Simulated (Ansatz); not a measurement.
# SnClF (SMILES [F][Sn][Cl]): single points off equilibrium

The task here is to estimate one member of a computed series from the others.

Computed with Ansatz 0.2.0, Gaussian basis. Level: single points in def2-TZVPP.

Correlated methods freeze the cores. Filled d shells of the heavier atoms are correlated. Core potentials replace the inner electrons past krypton, and spin-orbit coupling is left out.

**The system as given**

3 atoms, charge 0, spin multiplicity 1.

Atoms are counted from 1 here; the program's logs count them from 0.

Bond lengths: F1–Sn2 2.017 Å, Sn2–Cl3 2.324 Å. Angles: F1–Sn2–Cl3 102.6°.

Coordinates:

```mol
ClFSn
  3D, bonds by distance, orders not assigned

  3  2  0  0  0  0  0  0  0  0999 V2000
   -1.4573    0.2818   -0.7991 F   0  0
    0.1918    0.8551    0.2113 Sn  0  0
    1.3024   -1.1573    0.5545 Cl  0  0
  1  2  8  0
  2  3  8  0
M  END
```

Set-up of the first run:

Input file run/in.yaml:

```yaml
crystal:
  periodic: [false, false, false]
  atoms:
    - {symbol: F, position_ang: [-1.457300, 0.281800, -0.799100]}
    - {symbol: Sn, position_ang: [0.191800, 0.855100, 0.211300]}
    - {symbol: Cl, position_ang: [1.302400, -1.157300, 0.554500]}
basis:
  gaussian: {orbitals: def2-TZVPP}
correlation: {method: ccsd_t}
output: {forces: true}
```

No record of the launch command was kept for these runs.

Steps of the session up to this table: CCSD(T)/def2-TZVPP; PBE0-D4/def2-TZVPP; wB97M-V/def2-TZVPP; r2SCAN-D4/def2-TZVPP; PBE-D4/def2-TZVPP; revPBE-D4/def2-TZVPP; wB97X-V/def2-TZVPP.

One table of the session follows, with a row left open; its other results are not shown here.

```
   method  RMS force component (eV/Å)  angle to CCSD(T) forces (°)  dipole (D)
  CCSD(T)                       0.740                    reference        3.42
  PBE0-D4                           ?                            ?           ?
  wB97M-V                       0.689                          1.9        3.43
r2SCAN-D4                       0.670                          7.2        3.26
   PBE-D4                       0.566                         27.8        3.20
revPBE-D4                       0.577                         36.9        3.18
  wB97X-V                       0.693                          1.3        3.45
```

Estimate the missing values for PBE0-D4.

The run gave: RMS force component (eV/Å): 0.680; angle to CCSD(T) forces (°): 3.8; dipole (D): 3.41. In the column «RMS force component (eV/Å)» it lies between r2SCAN-D4 (0.670) and wB97M-V (0.689).
